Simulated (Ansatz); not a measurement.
I need a rigid scan of one bond length of CCl₂Se, SMILES ClC(Cl)=[Se]. Use Ansatz 0.2.0 through its Python package. Settings (for the species named): r2scan0, def2-SVP basis, multiplicity 1.

```
atom    x (Å)    y (Å)    z (Å)
  Cl   1.3282  -0.5593   1.1322
   C   0.0214  -0.0007   0.0087
  Cl  -1.4758  -0.9408  -0.1694
  Se   0.1817   1.4405  -0.9917
```

Script `ccl2se_scan.py`:
```python
"""Stretching a bond of CCl2Se, the rest held rigid."""

import warnings

import ansatz
import numpy as np


def main() -> None:
    warnings.simplefilter("ignore", ansatz.DeckWarning)

    geometry_ang = [
        ("Cl", (1.3282, -0.5593, 1.1322)),
        ("C", (0.0214, -0.0007, 0.0087)),
        ("Cl", (-1.4758, -0.9408, -0.1694)),
        ("Se", (0.1817, 1.4405, -0.9917)),
    ]
    molecule = ansatz.Crystal.molecule()
    for symbol, xyz in geometry_ang:
        molecule = molecule.atom(symbol, xyz)

    symbols = [site.symbol for site in molecule.cartesian_sites]
    start = np.array([site.position_ang for site in molecule.cartesian_sites])
    axis = (start[2] - start[1]) / np.linalg.norm(start[2] - start[1])
    moving = [2]
    lengths, energies = [1.564, 1.635, 1.706, 1.777, 1.848, 1.919, 1.99, 2.097], []
    for length in lengths:
        xyz = start.copy()
        xyz[moving] += (length - np.linalg.norm(start[2] - start[1])) * axis
        point = ansatz.Crystal.molecule()
        for symbol, xyz in zip(symbols, xyz):
            point = point.atom(symbol, xyz.tolist())
        setup = (
            point.calculation()
            .basis(gaussian="def2-SVP")
            .functional("r2scan0")
        )
        report = setup.run(threads=1).report
        energies.append(report["free_energy_ev"])
        print(f"r = {length:6.3f} A  E = {energies[-1]:.5f} eV  <S^2> = {abs(report['mean_field']['state']['spin_squared']):.3f}")

    # quartic fit about the minimum
    fit = np.polynomial.Polynomial.fit(lengths, np.array(energies) - min(energies), 4).convert()
    roots = [r.real for r in fit.deriv().roots() if abs(r.imag) < 1e-9 and fit.deriv(2)(r.real) > 0]
    r_e = min(roots, key=lambda r: abs(r - lengths[int(np.argmin(energies))]))
    print(f"minimum of the fit at {r_e:.4f} A, force constant {fit.deriv(2)(r_e):.2f} eV/A^2")


if __name__ == "__main__":
    main()
```

```console
$ python ccl2se_scan.py
r =  1.564 A  E = -91410.69910 eV  <S^2> = 0.000
r =  1.635 A  E = -91410.94897 eV  <S^2> = 0.000
r =  1.706 A  E = -91411.01488 eV  <S^2> = 0.000
r =  1.777 A  E = -91410.95658 eV  <S^2> = 0.000
r =  1.848 A  E = -91410.81698 eV  <S^2> = 0.000
r =  1.919 A  E = -91410.62659 eV  <S^2> = 0.000
r =  1.990 A  E = -91410.40690 eV  <S^2> = 0.000
r =  2.097 A  E = -91410.05144 eV  <S^2> = 0.000
minimum of the fit at 1.7041 A, force constant 25.13 eV/A^2
```

Notes:
- The settings weren't tested for convergence.
- The rest of the molecule is held rigid at a force-field or estimated start geometry, and the basis set is modest; single-reference methods fail as a bond breaks.
- The orbitals are restricted, so S² is zero by construction.
- The whole script took 28 s on 1 thread of Intel(R) Xeon(R) Platinum 8488C (Sapphire Rapids), on a shared host, peak memory 0.26 GiB.

(Lines on the test bed's own set-up are left out of the output.)
